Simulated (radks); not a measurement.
# Fractional charge and spin in the 5p shell of tantalum

One table from this session's results is given with a row withheld; the runs are named, their logs left out.

The numbers are computed with radks (a radial shooting solver on a logarithmic mesh, Libxc functionals) version 1 (scalar-relativistic Kohn-Sham, BLYP, spin-polarised, spherical densities, finite nucleus), except any that are marked as measured or tabulated.

### The atom as given

| Item | Value |
| --- | --- |
| element | tantalum (Z = 73) |
| configuration | [Kr] 4d10 4f14 5s2 5d(up 1.5, down 1.5) 5p(up 3, down 3) |
| nuclear rms radius | 5.3507 fm |

A shell typed twice in an input gives spin up, then spin down.

Set-up of the first run:

Input:

```text
Z 73
configuration [Kr] 4d10 4f14 5s2 5d1.5 5d1.5 5p3 5p3
relativity scalar-relativistic
functional b88,lyp
spin polarised
nucleus finite rms 5.3507 fm
c 137.035999084
```

Among the steps run: 5p: up 3, down 3.

One table of the session follows, with a row left open; its other results are not shown here.

It belongs to the step «5p: up 3, down 3». Radial moments (bohr):

```
level     <r>  outermost maximum (interpolated)  90 % within  nodes
   3d  0.1856                             0.152        0.288      0
   4s  0.4588                             0.429        0.659      3
   4p  0.4877                             0.449        0.709      2
   4d  0.5231                             0.461        0.785      1
   5s   1.100                             0.988         1.58      4
   5p   1.292                              1.12         1.89      3
   4f  0.6393                             0.441         1.07      0
   5d       ?                                 ?            ?      ?
```

Estimate the missing values for 5d.

**Answer.** <r>: 2.000; outermost maximum (interpolated): 1.56; 90 % within: 3.12; nodes: 2. In the column «<r>» it is the highest.
